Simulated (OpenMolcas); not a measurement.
# Hg: CASSCF and CASPT2 terms and fine-structure levels

Wanted: the level scheme of Hg from active-space wave functions, then second-order correlation under several settings.

Method: state-averaged CASSCF and CASPT2, spin-orbit coupling by RASSI with atomic mean-field integrals. Code: OpenMolcas 26.06.

**1. Starting point**

```
Species                           : Hg (mercury, Z = 80, 80 electrons)
Basis                             : ANO-RCC-VTZP [8s7p5d3f1g], 84 functions
Scalar Hamiltonian                : DKH2, point nucleus
Inactive shells                   : 1s 2s 2p 3s 3p 3d 4s 4p 4d 4f 5s 5p 5d
Active space                      : 2 electrons in 4 orbitals (6s 6p)
Some configurations of this space : 6p2, 6s 6p, 6s2
Orbitals                          : optimised for the highest spin of each parity, averaged over all roots
```

The outer shells:

6p2
```
6p [↑ ][↑ ][  ]
```

6s 6p
```
6s [↑ ]
6p [↑ ][  ][  ]
```

6s2
```
6s [↑↓]
```

The work runs as a chain of OpenMolcas steps in one folder; each step below is one input file. Labels, J, g values, rates, χT and fits are worked out afterwards by a script from the matrices that RASSI stores.

**2. One- and two-electron integrals**

File a.inp:

```
&GATEWAY
Coord
1

Hg 0.0 0.0 0.0
Basis=ANO-RCC-VTZP
Group=XYZ
NoMove
AngMom=0.0 0.0 0.0
AMFI
&SEWARD
```

**3. Reference wave functions, triplets of even parity, 3 roots**

File a.inp:

```
&RASSCF
FileOrb=start.orb
Symmetry=1
Spin=3
nActEl=2 0 0
Inactive=20 19
Ras2=1 3
CIRoot=3 3 1
SDav=3
CIMx=300
Iter=120 100
PrWF=0.3
OrbListing=Nothing
MaxOrb=0
Atom
>>> COPY $Project.JobIph JOB001
```

start.orb holds the contracted functions of the basis, ordered by shell, or the orbitals of the step before.

**4. CASSCF: singlets of even parity, 7 roots**

File a.inp:

```
&RASSCF
FileOrb=start.orb
Symmetry=1
Spin=1
nActEl=2 0 0
Inactive=20 19
Ras2=1 3
CIRoot=7 7 1
SDav=7
CIMx=300
Iter=120 100
PrWF=0.3
OrbListing=Nothing
MaxOrb=0
Atom
CIOnly
>>> COPY $Project.JobIph JOB002
```

**5. CASSCF: triplets of odd parity, 3 roots**

File a.inp:

```
&RASSCF
FileOrb=start.orb
Symmetry=2
Spin=3
nActEl=2 0 0
Inactive=20 19
Ras2=1 3
CIRoot=3 3 1
SDav=3
CIMx=300
Iter=120 100
PrWF=0.3
OrbListing=Nothing
MaxOrb=0
Atom
>>> COPY $Project.JobIph JOB003
```

**6. CASSCF: singlets of odd parity, 3 roots**

a.inp, as its differences from that of step 5:

```diff
@@ -3,3 +3,3 @@
 Symmetry=2
-Spin=3
+Spin=1
 nActEl=2 0 0
@@ -15,2 +15,3 @@
 Atom
->>> COPY $Project.JobIph JOB003
+CIOnly
+>>> COPY $Project.JobIph JOB004
```

**7. RASSI: spin-orbit coupling between the states**

File a.inp:

```
&RASSI
NrOfJobIphs=4 3 1 3 3
1 2 3
1
1 2 3
1 2 3
IphNames
JOB001
JOB002
JOB003
JOB004
EJob
SpinOrbit
DIPRint=1.0
SOCoupling=1000.0
Subsets=2
MEES
Property=10
'ANGMOM' 1 'ANGMOM' 2 'ANGMOM' 3 'MLTPL  1' 1 'MLTPL  1' 2 'MLTPL  1' 3
'AMFI' 1 'AMFI' 2 'AMFI' 3 'MLTPL  2' 6
SOProperty=3
'ANGMOM' 1 'ANGMOM' 2 'ANGMOM' 3
```

**8. CASPT2: IPEA 0.25, imaginary shift 0.1 (closed shells correlated: 5d)**

File a.inp:

```
>>> COPY JOB001 $Project.JobIph
&CASPT2
Multistate=3 1 2 3
Frozen=15 19
IPEA=0.25
Imaginary=0.1
MaxIter=60
WThr=0.0 0.3 0.05
PrWF=0.5
NoMix
>>> COPY JOB002 $Project.JobIph
&CASPT2
Multistate=1 1
Frozen=15 19
IPEA=0.25
Imaginary=0.1
MaxIter=60
WThr=0.0 0.3 0.05
PrWF=0.5
NoMix
>>> COPY JOB003 $Project.JobIph
&CASPT2
Multistate=3 1 2 3
Frozen=15 19
IPEA=0.25
Imaginary=0.1
MaxIter=60
WThr=0.0 0.3 0.05
PrWF=0.5
NoMix
>>> COPY JOB004 $Project.JobIph
&CASPT2
Multistate=3 1 2 3
Frozen=15 19
IPEA=0.25
Imaginary=0.1
MaxIter=60
WThr=0.0 0.3 0.05
PrWF=0.5
NoMix
```

**9. CASPT2: IPEA 0, imaginary shift 0.1 (closed shells correlated: 5d)**

a.inp, as its differences from that of step 8:

```diff
@@ -4,3 +4,3 @@
 Frozen=15 19
-IPEA=0.25
+IPEA=0.0
 Imaginary=0.1
@@ -14,3 +14,3 @@
 Frozen=15 19
-IPEA=0.25
+IPEA=0.0
 Imaginary=0.1
@@ -24,3 +24,3 @@
 Frozen=15 19
-IPEA=0.25
+IPEA=0.0
 Imaginary=0.1
@@ -34,3 +34,3 @@
 Frozen=15 19
-IPEA=0.25
+IPEA=0.0
 Imaginary=0.1
```

(Steps that only read results are left out.)

Before running it: what results should come out? Wanted: lowest level; first excited level; spin-orbit lowering of the lowest level; strongest of the lines computed, by gA, at SS-CASPT2 energies.

**Answer**, as computed:

| quantity | value |
| --- | --- |
| method | SS-CASPT2, IPEA 0.25, imaginary shift 0.1 (closed shells correlated: 5d) |
| lowest level | 6s2 1S0, 100 % of that term |
| ground level listed by NIST | 1S0 |
| first excited level | 6s 6p 3P* 0 at 37840 cm-1 |
| spin-orbit lowering of the lowest level | 7.9 cm-1 |
| strongest of the lines computed, by gA, at SS-CASPT2 energies | 6s 6p 1P* 1 → 6s2 1S0, 189.9 nm, A = 1.25e+09 s⁻¹ |

What each method costs and misses:

| method | time of its own steps | time with the reference | mean absolute difference from the measured levels (cm-1) |
| --- | --- | --- | --- |
| A. CASSCF | 6 s | 6 s | 7800 |
| B. SS-CASPT2, IPEA 0.25, imaginary shift 0.1, +5d | 3 s | 9 s | 710 |
| C. SS-CASPT2, IPEA 0, imaginary shift 0.1, +5d | 2.9 s | 8.9 s | 1100 |

Times are of one thread on a shared host.

What this shows: Method B lies closest to the measured levels (710 cm⁻¹ on average) and A farthest (7800). Only the configurations of the active space and the roots asked for are present. The singlets rest on orbitals optimised for another spin in at least one step, which raises them against the optimised states. Not all states of the active space went into the spin-orbit step. No d shell is active. Spin-orbit splittings of 6p shells come out too small at this level. Levels of other configurations are missing from the list.
